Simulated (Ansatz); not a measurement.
# Si5Se: a trial structure relaxed

Where does this trial cell of Si5Se go when cell and atoms are let free?

Computed with Ansatz 0.2.0 (DFT PBE, scalar-relativistic, plane waves, PAW, unless a step's input says otherwise).

1 further run of the same task is left out (it didn't finish).

### 1 The system as given

The structure is hexagonal, space group P6/mmm (No. 191). Conventional cell: a = 5.318 Å, b = 5.318 Å, c = 4.248 Å, α = 90.00°, β = 90.00°, γ = 120.00°. Around Si (site symmetry mmm) lie 8 Si at 2.62 to 2.66 Å. Around Si (site symmetry -6m2) lie 6 Si at 2.62 Å. Around Se (site symmetry 6/mmm) lie 18 Si at 3.07 to 3.40 Å.

Coordinates:

```cif
data_structure
_symmetry_space_group_name_H-M 'P6/mmm'
_symmetry_Int_Tables_number 191
_cell_length_a 5.3185
_cell_length_b 5.3185
_cell_length_c 4.2477
_cell_angle_alpha 90.000
_cell_angle_beta 90.000
_cell_angle_gamma 120.000
_cell_volume 104.05
loop_
_atom_site_label
_atom_site_type_symbol
_atom_site_symmetry_multiplicity
_atom_site_Wyckoff_symbol
_atom_site_fract_x
_atom_site_fract_y
_atom_site_fract_z
_atom_site_occupancy
Si1 Si 3 g 0.00000 0.50000 0.50000 1
Si2 Si 2 c 0.33333 0.66667 0.00000 1
Se1 Se 1 a 0.00000 0.00000 0.00000 1
```

A structure generator made this guess: species swapped into a database cell of DyZn5 (P6/mmm, No. 191), with Se on the Dy sites and Si on the Zn sites. Its size is a rough estimate.

### 2 A first look at the guess

The input, input.yaml:

```yaml
crystal:
  lattice:
    - [5.31848491, 0.0, 0.0]
    - [-2.65924246, 4.60594304, 0.0]
    - [0.0, 0.0, 4.2476732]
  atoms:
    - { symbol: Si, position: [0.0, 0.5, 0.5] }
    - { symbol: Si, position: [0.33333333, 0.66666667, 0.0] }
    - { symbol: Si, position: [0.66666667, 0.33333333, 0.0] }
    - { symbol: Si, position: [0.5, 0.0, 0.5] }
    - { symbol: Si, position: [0.5, 0.5, 0.5] }
    - { symbol: Se, position: [0.0, 0.0, 0.0] }
basis:
  ecutwfc: 420
kpoints:
  mp_grid: { grid: [6, 6, 4] }
hamiltonian:
  xc: pbe
scf:
  occupations: { method: gaussian, width: 0.1 }
  lower_state_search: "off"
output:
  forces: true
  stress: true
  eigenvalues: true
```

Launch:

```sh
> ansatz run input.yaml --threads 1 --pin off --max-ram 2560MiB --backend cpu --events-out ev --progress --plain --runs-dir out
```

Standard output (excerpt; [...] marks lines left out):

```text
Warning: RAYON_NUM_THREADS=1 ignored (pool sized by the plan → 1); use --threads N
[...]
Pseudopotentials: kind: paw
Pseudopotential: Si, paw, valence charge 4, recommended cutoff 420 eV (normal), Si.paw.azcp
Pseudopotential: Se, paw, valence charge 16, recommended cutoff 420 eV (normal), Se.paw.azcp
Functional definition: PBE
[...]
Crystal: 6 atoms, lattice volume = 104.054 Å³
Basis set: ecut = 420 eV, 2025 PW (Γ), exchange–correlation on 72×72×60 points (8 copies of the dense FFT grid, shifted against one another)
Bands: 24, of which v1, the nominal top of the filled ones, is band 18 counted from 1 (17 counted from 0)
Symmetry: 24 space group operations
Space group: P6/mmm (ITA 191), of the structure as read, at distance tolerance 4.7e-5 Å
k-points: 21 of 144
[...]
SCF iter   1: F=—  HF=-8644.528016 eV  |F-HF|=—  |Δ(HF+E_count)|=         —  Δρ=5.00e-3  dr2=8.08e-2  ethr=1.77e-3  ⟨swp⟩=5.8  Hψ=2524  notcnv=0  defer=1
[...]
SCF iter   7: F=-8644.515911 eV  HF=-8644.515911 eV  |F-HF|=8.80e-9  |Δ(HF+E_count)|=   9.73e-8  Δρ=5.05e-6  dr2=3.71e-8  ethr=2.78e-10  ⟨swp⟩=8.1  Hψ=2224  notcnv=0
[...]
SCF converged after 7 iterations
Free energy (F): -8644.515911 eV
[...]
E sigma→0 (E₀):  -8644.506085 eV
Entropy (-TS):   -0.019652 eV (-3.275 meV/atom)
Fermi energy:    8.982143 eV
[...]
--- Forces (eV/Å), atoms counted from 1 ---
  atom   1  Si     0.00000000     0.00000000     0.00000000
  atom   2  Si    -0.00000000     0.00000000     0.00000000
  atom   3  Si     0.00000000    -0.00000000     0.00000000
  atom   4  Si     0.00000000     0.00000000     0.00000000
  atom   5  Si     0.00000000     0.00000000     0.00000000
  atom   6  Se     0.00000000     0.00000000     0.00000000
[...]
--- Stress (GPa, compression-positive) ---
       -3.389328      -0.000000       0.000000
       -0.000000      -3.389328       0.000000
        0.000000       0.000000       1.060464
  P = ⅓ Tr σ = -1.9061 GPa (-19.061 kbar)
--- Band table (eV; the first three rows and the last of 21) ---
  k-point 0: bands = ["-38.6370", "-38.6370", "-38.5963", "-38.5963", "-38.5828", "-5.0524", "-1.9944", "0.6633", "2.2912", "2.2912", "3.4088", "3.9639", "3.9639", "4.4111", "8.0109", "8.5362", "8.7574", "9.4372", "9.4372", "9.5399", "9.5399", "10.4706", "10.4706", "12.5706"]
[...]
```

It took 3.2 s on 1 thread of Arm Neoverse V2, shared host; peak memory 0.34 GiB.

The probe gives pressure -1.9 GPa, largest force 0.00 eV/Å, gap on this mesh none (metal). The coarse relaxation is skipped.

### 3 Relaxation on the finer mesh

Edit input.yaml of step 2 so:

```diff
@@ -15,3 +15,3 @@
 kpoints:
-  mp_grid: { grid: [6, 6, 4] }
+  mp_grid: { grid: [12, 12, 10] }
 hamiltonian:
@@ -20,3 +20,2 @@
   occupations: { method: gaussian, width: 0.1 }
-  lower_state_search: "off"
 output:
@@ -25 +24,6 @@
   eigenvalues: true
+relax:
+  adjacent_minimum: "off"
+  f_tol: 0.01
+  max_steps: 80
+  cell: { stress_tol: 0.05 }
```

Launch:

```sh
> ansatz run input.yaml --threads 1 --pin off --max-ram 2560MiB --backend cpu --events-out ev --progress --plain --runs-dir out
```

Standard output:

```text
Warning: RAYON_NUM_THREADS=1 ignored (pool sized by the plan → 1); use --threads N
Engine: ansatz 0.2.0, aarch64-unknown-linux-gnu
Pseudopotentials: kind: paw
Pseudopotential: Si, paw, valence charge 4, recommended cutoff 420 eV (normal), Si.paw.azcp
Pseudopotential: Se, paw, valence charge 16, recommended cutoff 420 eV (normal), Se.paw.azcp
Functional definition: PBE
  parameter kappa = 0.804
  parameter beta = 0.06672455060314922
  exchange = pbe_x(kappa = kappa, mu = beta*pi^2/3)
  correlation = pbe_c(beta = beta)
Crystal: 6 atoms, lattice volume = 104.054 Å³
Basis set: ecut = 420 eV, 2025 PW (Γ), exchange–correlation on 72×72×60 points (8 copies of the dense FFT grid, shifted against one another)
Bands: 24, of which v1, the nominal top of the filled ones, is band 18 counted from 1 (17 counted from 0)
Symmetry: 24 space group operations
Space group: P6/mmm (ITA 191), of the structure as read, at distance tolerance 4.7e-5 Å
k-points: 114 of 1440
Non-local potential: Si, projectors of the file, l = 0: 2, l = 1: 2, l = 2: 2
Non-local potential: Se, projectors of the file, l = 0: 2, l = 1: 2, l = 2: 3, l = 3: 1
PAW form: soft (Blöchl's): semilocal exchange-correlation on the pseudo side does not see the compensation charge
PAW one-centre angular grid: Si, 110 points (default); XC on 64 Gauss nodes
PAW one-centre angular grid: Se, 590 points (default); XC on 64 Gauss nodes
Initial density: superposition of atomic densities (neutral atoms: chi_scale 0, normalization atom), corrected by the library's trained network
Initial wavefunctions: pseudopotential atomic-orbital guess
Functional: x = pbe(κ = 0.804, μ = 0.2195149727645171), c = pbe(β = 0.06672455060314922)
SCF iter   1: F=—  HF=-8644.625004 eV  |F-HF|=—  |Δ(HF+E_count)|=         —  Δρ=4.67e-3  dr2=7.37e-2  ethr=1.77e-3  ⟨swp⟩=6.3  Hψ=13957  notcnv=0  defer=3
preconditioner: auto → Kerker (q_TF=auto, 2.286 Å⁻¹)  [metal: Δε(μ)=0.017 eV  Ē_g=7.600 eV  σ=0.100 eV  W_gap=0.10  n_scr=20 (ndim 8)  ℏωp=18.6 eV  f_vac=0.000  D(μ)=3.04/eV (n_scr^D=20)]
SCF iter   2: F=—  HF=-8644.615219 eV  |F-HF|=—  |Δ(HF+E_count)|=   9.78e-3  Δρ=1.40e-3  dr2=4.69e-3  ethr=2.05e-4  ⟨swp⟩=1.0  Hψ=3649  notcnv=0  defer=3
SCF iter   3: F=—  HF=-8644.614275 eV  |F-HF|=—  |Δ(HF+E_count)|=   9.45e-4  Δρ=7.65e-4  dr2=1.28e-3  ethr=1.30e-5  ⟨swp⟩=2.0  Hψ=3601  notcnv=0  defer=3
SCF iter   4: F=—  HF=-8644.614104 eV  |F-HF|=—  |Δ(HF+E_count)|=   1.71e-4  Δρ=3.32e-4  dr2=1.34e-4  ethr=3.57e-6  ⟨swp⟩=2.2  Hψ=3317  notcnv=0  defer=3
SCF iter   5: F=—  HF=-8644.614081 eV  |F-HF|=—  |Δ(HF+E_count)|=   2.27e-5  Δρ=7.04e-5  dr2=7.04e-6  ethr=3.71e-7  ⟨swp⟩=2.3  Hψ=4043  notcnv=0  defer=3
SCF iter   6: F=—  HF=-8644.614051 eV  |F-HF|=—  |Δ(HF+E_count)|=   2.99e-5  Δρ=1.62e-5  dr2=6.94e-7  ethr=1.96e-8  ⟨swp⟩=2.0  Hψ=4115  notcnv=0  defer=3
SCF iter   7: F=-8644.614052 eV  HF=-8644.614052 eV  |F-HF|=1.03e-8  |Δ(HF+E_count)|=   1.29e-7  Δρ=5.46e-6  dr2=5.06e-8  ethr=2.78e-10  ⟨swp⟩=8.2  Hψ=11848  notcnv=0
SCF 1 converged in 7 iterations: F = -8644.614052 eV  dr2 = 5.06e-8
relax step   1: F+E_penalty+E_count = -8644.61405155 eV  Δ(F+E_penalty+E_count) = +0.000e0 eV  max|allowed force component| = 2.159e-17 eV/Å  Δτ_max = 0.0000 Å  P = -2.484 GPa  Ω = 104.054 Å³  (7 SCF iters, dr2 threshold 1.00e-7 eV, accepted)
Crystal: 6 atoms, lattice volume = 101.085 Å³
Basis set: ecut = 420 eV, 1989 PW (Γ), exchange–correlation on 72×72×60 points (8 copies of the dense FFT grid, shifted against one another)
Initial density: handed on by an earlier stage of this run
Initial wavefunctions: those handed on with the density
iter 1 solved again at ethr=8.27e-5 eV; its pass at ethr=3.10e-3 eV (dr2=2.98e-2 eV) is discarded
SCF iter   1: F=—  HF=-8644.651321 eV  |F-HF|=—  |Δ(HF+E_count)|=         —  Δρ=2.93e-3  dr2=3.00e-2  ethr=8.27e-5  ⟨swp⟩=1.0  Hψ=16069  notcnv=0
preconditioner: auto → Kerker (q_TF=auto, 2.297 Å⁻¹)  [metal: Δε(μ)=0.001 eV  Ē_g=7.717 eV  σ=0.100 eV  W_gap=0.00  n_scr=20 (ndim 8)  ℏωp=18.8 eV  f_vac=0.000  D(μ)=3.06/eV (n_scr^D=20)]
SCF iter   2: F=—  HF=-8644.646232 eV  |F-HF|=—  |Δ(HF+E_count)|=   5.09e-3  Δρ=9.83e-4  dr2=3.16e-3  ethr=8.27e-5  ⟨swp⟩=1.3  Hψ=2776  notcnv=0
SCF iter   3: F=—  HF=-8644.645462 eV  |F-HF|=—  |Δ(HF+E_count)|=   7.70e-4  Δρ=4.74e-4  dr2=4.94e-4  ethr=8.77e-6  ⟨swp⟩=2.6  Hψ=4825  notcnv=0
SCF iter   4: F=—  HF=-8644.645321 eV  |F-HF|=—  |Δ(HF+E_count)|=   1.41e-4  Δρ=2.16e-4  dr2=5.71e-5  ethr=1.37e-6  ⟨swp⟩=2.5  Hψ=3977  notcnv=0
SCF iter   5: F=—  HF=-8644.645314 eV  |F-HF|=—  |Δ(HF+E_count)|=   6.67e-6  Δρ=4.83e-5  dr2=4.42e-6  ethr=1.59e-7  ⟨swp⟩=2.5  Hψ=4231  notcnv=0
SCF iter   6: F=-8644.645314 eV  HF=-8644.645314 eV  |F-HF|=2.38e-8  |Δ(HF+E_count)|=   4.09e-7  Δρ=1.11e-5  dr2=2.12e-7  ethr=1.67e-9  ⟨swp⟩=6.7  Hψ=12348  notcnv=0
SCF 2 converged in 6 iterations: F = -8644.645314 eV  dr2 = 2.12e-7
relax step   2: F+E_penalty+E_count = -8644.64531449 eV  Δ(F+E_penalty+E_count) = -3.126e-2 eV  max|allowed force component| = 1.850e-17 eV/Å  Δτ_max = 0.0000 Å  P = -0.512 GPa  Ω = 101.085 Å³  energy of the carried Pulay correction = +3.833e-4 eV  (6 SCF iters, dr2 threshold 6.00e-7 eV, accepted)
Crystal: 6 atoms, lattice volume = 99.879 Å³
Basis set: ecut = 420 eV, 1953 PW (Γ), exchange–correlation on 72×72×60 points (8 copies of the dense FFT grid, shifted against one another)
iter 1 solved again at ethr=1.86e-5 eV; its pass at ethr=3.10e-3 eV (dr2=6.71e-3 eV) is discarded
SCF iter   1: F=—  HF=-8644.654805 eV  |F-HF|=—  |Δ(HF+E_count)|=         —  Δρ=1.53e-3  dr2=6.93e-3  ethr=1.86e-5  ⟨swp⟩=2.4  Hψ=15625  notcnv=0
preconditioner: auto → Kerker (q_TF=auto, 2.302 Å⁻¹)  [metal: Δε(μ)=0.029 eV  Ē_g=7.784 eV  σ=0.100 eV  W_gap=0.16  n_scr=20 (ndim 8)  ℏωp=18.9 eV  f_vac=0.000  D(μ)=3.23/eV (n_scr^D=26)]
SCF iter   2: F=—  HF=-8644.653616 eV  |F-HF|=—  |Δ(HF+E_count)|=   1.19e-3  Δρ=6.28e-4  dr2=9.19e-4  ethr=1.86e-5  ⟨swp⟩=1.3  Hψ=2777  notcnv=0
SCF iter   3: F=—  HF=-8644.653403 eV  |F-HF|=—  |Δ(HF+E_count)|=   2.13e-4  Δρ=2.53e-4  dr2=1.14e-4  ethr=2.55e-6  ⟨swp⟩=2.7  Hψ=4708  notcnv=0
SCF iter   4: F=—  HF=-8644.653332 eV  |F-HF|=—  |Δ(HF+E_count)|=   7.13e-5  Δρ=1.05e-4  dr2=1.08e-5  ethr=3.18e-7  ⟨swp⟩=2.8  Hψ=4843  notcnv=0
SCF iter   5: F=—  HF=-8644.653332 eV  |F-HF|=—  |Δ(HF+E_count)|=   2.00e-7  Δρ=2.33e-5  dr2=9.98e-7  ethr=3.01e-8  ⟨swp⟩=2.4  Hψ=4246  notcnv=0
SCF iter   6: F=-8644.653332 eV  HF=-8644.653332 eV  |F-HF|=5.09e-10  |Δ(HF+E_count)|=   1.43e-7  Δρ=5.44e-6  dr2=5.88e-8  ethr=1.67e-9  ⟨swp⟩=5.1  Hψ=11330  notcnv=0
SCF 3 converged in 6 iterations: F = -8644.653332 eV  dr2 = 5.88e-8
relax step   3: F+E_penalty+E_count = -8644.65333215 eV  Δ(F+E_penalty+E_count) = -8.018e-3 eV  max|allowed force component| = 3.392e-17 eV/Å  Δτ_max = 0.0000 Å  P = +0.349 GPa  Ω = 99.879 Å³  energy of the carried Pulay correction = +5.387e-4 eV  (6 SCF iters, dr2 threshold 6.00e-7 eV, accepted)
[... from here on, the SCF cycles and remarks between the steps are left out ...]
relax step   4: F+E_penalty+E_count = -8644.63895056 eV  Δ(F+E_penalty+E_count) = +1.438e-2 eV  max|allowed force component| = 1.218e-16 eV/Å  Δτ_max = 0.0000 Å  P = +6.336 GPa  Ω = 93.574 Å³  energy of the carried Pulay correction = +1.374e-3 eV  (7 SCF iters, dr2 threshold 6.00e-7 eV, rejected (line search))
relax step   5: F+E_penalty+E_count = -8644.67491259 eV  Δ(F+E_penalty+E_count) = -2.158e-2 eV  max|allowed force component| = 9.869e-17 eV/Å  Δτ_max = 0.0000 Å  P = +1.043 GPa  Ω = 98.905 Å³  energy of the carried Pulay correction = +6.602e-4 eV  (10 SCF iters, accepted)
relax step   6: F+E_penalty+E_count = -8644.72928202 eV  Δ(F+E_penalty+E_count) = -5.437e-2 eV  max|allowed force component| = 8.327e-17 eV/Å  Δτ_max = 0.0000 Å  P = +1.853 GPa  Ω = 97.971 Å³  energy of the carried Pulay correction = +7.705e-4 eV  (6 SCF iters, dr2 threshold 6.00e-7 eV, accepted)
relax step   7: F+E_penalty+E_count = -8644.74285113 eV  Δ(F+E_penalty+E_count) = -1.357e-2 eV  max|allowed force component| = 5.551e-17 eV/Å  Δτ_max = 0.0000 Å  P = +2.380 GPa  Ω = 97.866 Å³  energy of the carried Pulay correction = +7.629e-4 eV  (6 SCF iters, dr2 threshold 6.00e-7 eV, accepted)
relax step   8: F+E_penalty+E_count = -8644.76525151 eV  Δ(F+E_penalty+E_count) = -2.240e-2 eV  max|allowed force component| = 2.698e-17 eV/Å  Δτ_max = 0.0000 Å  P = +0.319 GPa  Ω = 100.194 Å³  energy of the carried Pulay correction = +4.519e-4 eV  (6 SCF iters, dr2 threshold 6.00e-7 eV, accepted)
relax step   9: F+E_penalty+E_count = -8644.76635037 eV  Δ(F+E_penalty+E_count) = -1.099e-3 eV  max|allowed force component| = 8.172e-17 eV/Å  Δτ_max = 0.0000 Å  P = -0.053 GPa  Ω = 100.588 Å³  energy of the carried Pulay correction = +4.018e-4 eV  (5 SCF iters, dr2 threshold 6.00e-7 eV, accepted)
relax step  10: F+E_penalty+E_count = -8644.76639712 eV  Δ(F+E_penalty+E_count) = -4.675e-5 eV  max|allowed force component| = 1.850e-17 eV/Å  Δτ_max = 0.0000 Å  P = -0.020 GPa  Ω = 100.529 Å³  energy of the carried Pulay correction = +4.102e-4 eV  (5 SCF iters, dr2 threshold 3.22e-8 eV, accepted)
Basis set: ecut = 420 eV, 2001 PW (Γ), exchange–correlation on 72×72×64 points (8 copies of the dense FFT grid, shifted against one another)
Initial wavefunctions: pseudopotential atomic-orbital guess (no wavefunctions were taken with the density)
iter 1 solved again at ethr=8.76e-7 eV; its pass at ethr=3.10e-3 eV (dr2=3.15e-4 eV) is discarded
SCF iter   1: F=—  HF=-8644.765952 eV  |F-HF|=—  |Δ(HF+E_count)|=         —  Δρ=3.63e-4  dr2=3.33e-6  ethr=8.76e-7  ⟨swp⟩=2.6  Hψ=20200  notcnv=0
preconditioner: auto → Kerker (q_TF=auto, 2.299 Å⁻¹)  [metal: Δε(μ)=0.014 eV  Ē_g=7.796 eV  σ=0.100 eV  W_gap=0.08  n_scr=20 (ndim 8)  ℏωp=18.9 eV  f_vac=0.000  D(μ)=2.35/eV (n_scr^D=20)]
SCF iter   2: F=—  HF=-8644.766823 eV  |F-HF|=—  |Δ(HF+E_count)|=   8.71e-4  Δρ=1.84e-4  dr2=8.40e-7  ethr=9.26e-9  ⟨swp⟩=2.1  Hψ=4073  notcnv=0
SCF iter   3: F=—  HF=-8644.767119 eV  |F-HF|=—  |Δ(HF+E_count)|=   2.96e-4  Δρ=9.79e-6  dr2=2.39e-8  ethr=2.33e-9  ⟨swp⟩=2.0  Hψ=4057  notcnv=0
SCF iter   4: F=—  HF=-8644.767119 eV  |F-HF|=—  |Δ(HF+E_count)|=   6.92e-7  Δρ=1.48e-6  dr2=9.98e-10  ethr=6.63e-11  ⟨swp⟩=2.0  Hψ=4795  notcnv=0
SCF iter   5: F=—  HF=-8644.767119 eV  |F-HF|=—  |Δ(HF+E_count)|=   9.12e-9  Δρ=4.30e-7  dr2=3.14e-10  ethr=2.77e-12  ⟨swp⟩=2.0  Hψ=4746  notcnv=0
SCF iter   6: F=—  HF=-8644.767119 eV  |F-HF|=—  |Δ(HF+E_count)|=  2.38e-10  Δρ=2.37e-7  dr2=1.29e-10  ethr=1.00e-12  ⟨swp⟩=1.9  Hψ=2988  notcnv=0
SCF iter   7: F=-8644.767119 eV  HF=-8644.767119 eV  |F-HF|=3.64e-12  |Δ(HF+E_count)|=  4.37e-11  Δρ=7.92e-8  dr2=1.40e-11  ethr=1.00e-12  ⟨swp⟩=4.2  Hψ=9082  notcnv=0
SCF 11 converged in 7 iterations: F = -8644.767119 eV  dr2 = 1.40e-11
relax step  11: F+E_penalty+E_count = -8644.76711947 eV  Δ(F+E_penalty+E_count) = -7.223e-4 eV  max|allowed force component| = 1.850e-17 eV/Å  Δτ_max = 0.0000 Å  P = -0.011 GPa  Ω = 100.529 Å³  stress off target by 2.48e-2 GPa  SCF on the basis re-selected at this cell (its energy is not comparable with the rows above)  (7 SCF iters)
basis re-selected at this cell: Δ(F+E_penalty+E_count) = -7.223e-4 eV, ΔP = +0.009 GPa vs the last step (what re-selecting the basis moved, of the pressure what is left beyond the Pulay correction that the steps carried, after the strain that the cell walked since its last selection, with what the two solves' SCF thresholds leave and, on support functions, any second-order correction that the steps lacked; it is no measure of the basis error at this ecutwfc). The dense FFT grid was sized anew with the basis: this SCF ran on 36×36×32 points, the steps before it on 36×36×30, so part of this shift can come from that change (see relax.cell in the input reference). This SCF's stress stands 2.48e-2 GPa from its target on what of the cell is left free (relax.cell.stress_tol is 5.00e-2 GPa) and its largest allowed force component is 1.85e-17 eV/Å (relax.f_tol is 1.00e-2 eV/Å): within both
SCF converged after 7 iterations
Free energy (F): -8644.767119 eV
Harris-Foulkes:  -8644.767119 eV  (|F-HF|=3.64e-12)
Internal energy: -8644.755373 eV  (E = F + TS)
E sigma→0 (E₀):  -8644.761246 eV
Entropy (-TS):   -0.011747 eV (-1.958 meV/atom)
Fermi energy:    9.466236 eV
--- Per-component energies (eV) ---
  E_band       = -281.722634
  E_kinetic    = 318.497616
  E_local      = -2807.969532  (includes V_loc(G=0)·N_el)
  E_nonlocal   = -467.171001
  E_hartree    = 1400.316527
  E_xc         = -382.013234
  E_vxc        = -334.244245  (∫ρ·V_xc dr)
  E_paw        = -4472.306762  (= ΣΔE_a)
  E_vpaw       = 208.531967  (= ΣTr[D̂ρ^β])
  E_aug_tail   = -0.000522  (compensation charges beyond the density's cutoff)
  E_ewald      = -2234.108465
  E_smearing   = -0.011747  (= −TS)
  E_closure    = -0.000000  (closes the sum)
  Σ components = -8644.767119   (vs F -8644.767119, Δ=0.00e0)
--- Forces (eV/Å), atoms counted from 1 ---
  atom   1  Si     0.00000000     0.00000000    -0.00000000
  atom   2  Si     0.00000000     0.00000000    -0.00000000
  atom   3  Si    -0.00000000    -0.00000000     0.00000000
  atom   4  Si    -0.00000000     0.00000000     0.00000000
  atom   5  Si    -0.00000000     0.00000000     0.00000000
  atom   6  Se     0.00000000     0.00000000     0.00000000
  max |Σ_I F_I| component: 1.85e-17 eV/Å
--- Stress (GPa, compression-positive) ---
       -0.024822       0.000000       0.000000
        0.000000      -0.024822      -0.000000
        0.000000      -0.000000       0.017979
  P = ⅓ Tr σ = -0.0106 GPa (-0.106 kbar)
--- Band table (eV; the first three rows and the last of 114) ---
  k-point 0: bands = ["-38.3742", "-38.3742", "-38.3093", "-38.3093", "-38.2879", "-4.9601", "-1.5631", "1.6490", "3.1706", "3.3906", "3.3906", "3.6846", "4.3983", "4.3983", "8.3306", "8.5941", "8.8778", "9.1377", "9.1377", "10.0042", "10.0042", "10.1128", "10.1128", "12.7836"]
  k-point 1: bands = ["-38.3742", "-38.3742", "-38.3093", "-38.3093", "-38.2879", "-4.9093", "-1.6183", "1.7114", "2.3626", "3.4564", "3.4564", "4.4552", "4.4552", "4.6896", "7.2323", "8.6989", "8.8348", "8.8348", "8.8842", "8.8842", "9.8121", "11.3924", "11.3924", "13.0860"]
  k-point 2: bands = ["-38.3742", "-38.3742", "-38.3093", "-38.3093", "-38.2879", "-4.7625", "-1.7924", "1.5890", "1.8958", "3.6525", "3.6525", "4.6221", "4.6221", "6.0405", "6.1428", "7.7330", "7.7330", "8.2931", "8.2931", "8.3391", "11.2598", "12.8196", "12.8196", "13.8091"]
  k-point 113: bands = ["-38.3742", "-38.3742", "-38.3093", "-38.3093", "-38.2879", "-3.4954", "-0.7750", "-0.7750", "0.0662", "0.0662", "2.4139", "6.0154", "7.1809", "7.1809", "7.6583", "7.6583", "8.0488", "11.7144", "11.7144", "11.9085", "12.8321", "12.8321", "13.1564", "13.6251"]
--- Relaxed structure (10 steps of the walk, 9 accepted, 1 SCFs on fresh bases) ---
  F+E_penalty+E_count = -8644.76711947 eV   max|allowed force component| = 1.850e-17 eV/Å   (the final SCF, on the basis selected at the relaxed cell)
  cell:  # Å, volume = 100.5289 Å³
    - [5.046650913315129, 2.739206426529821e-9, 0.0]
    - [-2.523325459029787, 4.370527893593237, 0.0]
    - [0.0, 0.0, 4.557786233272994]
  atoms:
    - { symbol: Si, position: [5.551115123125783e-17, 0.49999999999999994, 0.5] }
    - { symbol: Si, position: [0.33333333333333337, 0.6666666666666667, 0.0] }
    - { symbol: Si, position: [0.6666666666666667, 0.33333333333333337, 0.0] }
    - { symbol: Si, position: [0.49999999999999994, 5.169878828456423e-26, 0.5] }
    - { symbol: Si, position: [0.5, 0.5, 0.5] }
    - { symbol: Se, position: [-2.1972649899921604e-35, -4.646002222534376e-35, 0.0] }
```

Wall time 3.1 min (1 thread of Arm Neoverse V2, shared host); peak memory 0.51 GiB.

Relaxation path:

| step | energy from step 1 (eV/cell) | largest force component (eV/Å) | pressure (GPa) | volume (Å³) |
| --- | --- | --- | --- | --- |
| 1 | 0.0000 | 0.0000 | -2.48 | 104.05 |
| 2 | -0.0313 | 0.0000 | -0.51 | 101.08 |
| 3 | -0.0393 | 0.0000 | 0.35 | 99.88 |
| 4 | -0.0249 | 0.0000 | 6.34 | 93.57 |
| 5 | -0.0609 | 0.0000 | 1.04 | 98.90 |
| 6 | -0.1152 | 0.0000 | 1.85 | 97.97 |
| 7 | -0.1288 | 0.0000 | 2.38 | 97.87 |
| 8 | -0.1512 | 0.0000 | 0.32 | 100.19 |
| 9 | -0.1523 | 0.0000 | -0.05 | 100.59 |
| 10 | -0.1523 | 0.0000 | -0.02 | 100.53 |
| 11 | -0.1531 | 0.0000 | -0.01 | 100.53 |

Step 1 is the start. Step 11 repeats the geometry before it on a plane-wave basis chosen anew for that cell, so its energy need not be comparable with the rows above. Step 4 was tried and not accepted.

|  | before | after | change |
| --- | --- | --- | --- |
| a (Å) | 5.318 | 5.047 | -5.1 % |
| b (Å) | 5.318 | 5.047 | -5.1 % |
| c (Å) | 4.248 | 4.558 | +7.3 % |
| volume (Å³/atom) | 17.34 | 16.75 | -3.4 % |
| shortest distance (Å) | 2.621 | 2.523 | -3.7 % |
| space group (0.01 Å) | P6/mmm | P6/mmm | same |

The run keeps the 24 symmetry operations of the start, so it could not have lowered the symmetry.

### 4 Results

| quantity | value |
| --- | --- |
| symmetry at the end (tolerance 0.05 Å) | space group P6/mmm (No. 191) |
| conventional cell | a = 5.047 Å, b = 5.047 Å, c = 4.558 Å, α = 90.00°, β = 90.00°, γ = 120.00° |
| volume | 16.75 Å³/atom |
| energy over the elements | +0.56 eV/atom |
| gap on the mesh | none (metal) |

**Reading.** The space group P6/mmm (No. 191) is kept, and the volume per atom shrinks by 3.4 % from the first guess. The formation energy is positive, so the separate elements lie lower. No finished test with a distortion of lower symmetry is shown, so the end may be a saddle point. The final runs have no spin polarisation, so no magnetic state was tried and one may lie lower.
